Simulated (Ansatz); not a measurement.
# CaTiOs2Br2: the cost of one run

Method: DFT PBE, scalar-relativistic, plane waves, PAW, unless a step names another level, in Ansatz 0.2.0.

11 further runs of the same task are left out: 7 that didn't finish, 4 set aside as unsound or not needed.

### Step 1. The structure to begin with

Symmetry: P4mm, No. 99, tetragonal system. The conventional cell has a = 3.627 Å, b = 3.627 Å, c = 11.474 Å, α = 90.00°, β = 90.00°, γ = 90.00°. Ca (site symmetry 4mm) is surrounded by 4 Br at 2.96 Å and 4 Os at 3.17 Å. Ti (site symmetry 4mm) has 4 Os at 2.60 Å and 4 Br at 2.99 Å as nearest neighbours. Around Os (site symmetry 2mm) lie 4 Os at 2.56 Å and 2 Ti at 2.60 Å. Around Br (site symmetry 4mm) lie 4 Ca at 2.96 Å. Around Br (site symmetry 4mm) lie 4 Ti at 2.99 Å.

As a file:

```xyz
6
Lattice="3.6272 0.0000 0.0000 0.0000 3.6272 0.0000 0.0000 0.0000 11.4744" Properties=species:S:1:pos:R:3 pbc="T T T"
Ca    0.0000    0.0000    9.1112
Ti    1.8136    1.8136    2.1015
Os    1.8136    0.0000    0.2363
Os    0.0000    1.8136    0.2363
Br    1.8136    1.8136    7.6315
Br    0.0000    0.0000    3.6320
```

It came out lowest among 19 distinct ends of the trial cells. At a tolerance of 0.05 Å it has space group P4mm (No. 99).

### Step 2. A stricter relaxation, on the response runs' mesh and smearing

The input, input.yaml:

```yaml
crystal:
  lattice:
    - [3.6271847284, 0.0, 0.0]
    - [0.0, 3.6271847284, 0.0]
    - [0.0, 0.0, 11.4743778793]
  atoms:
    - { symbol: Ca, position: [0.0, 0.0, 0.7940461446] }
    - { symbol: Ti, position: [0.5, 0.5, 0.1831509692] }
    - { symbol: Os, position: [0.5, 0.0, 0.0205909344] }
    - { symbol: Os, position: [0.0, 0.5, 0.0205909344] }
    - { symbol: Br, position: [0.5, 0.5, 0.6650926128] }
    - { symbol: Br, position: [0.0, 0.0, 0.3165293545] }
basis:
  ecutwfc: 420
kpoints:
  mp_grid: { grid: [8, 8, 4] }
hamiltonian:
  xc: pbe
scf:
  occupations: { method: gaussian, width: 0.1 }
output:
  forces: true
  stress: true
  eigenvalues: true
relax:
  adjacent_minimum: "off"
  f_tol: 0.001
  max_steps: 60
  cell: { stress_tol: 0.01 }
```

The run is started by

```console
ansatz run input.yaml --threads 3 --pin off --max-ram 7680MiB --backend cpu --events-out ev --progress --plain --runs-dir out
```

What time and memory should one allow on 3 threads of Intel Xeon at 2.50GHz (Skylake/Cascade Lake), shared host?

About 83 s, with a peak of 0.61 GiB.
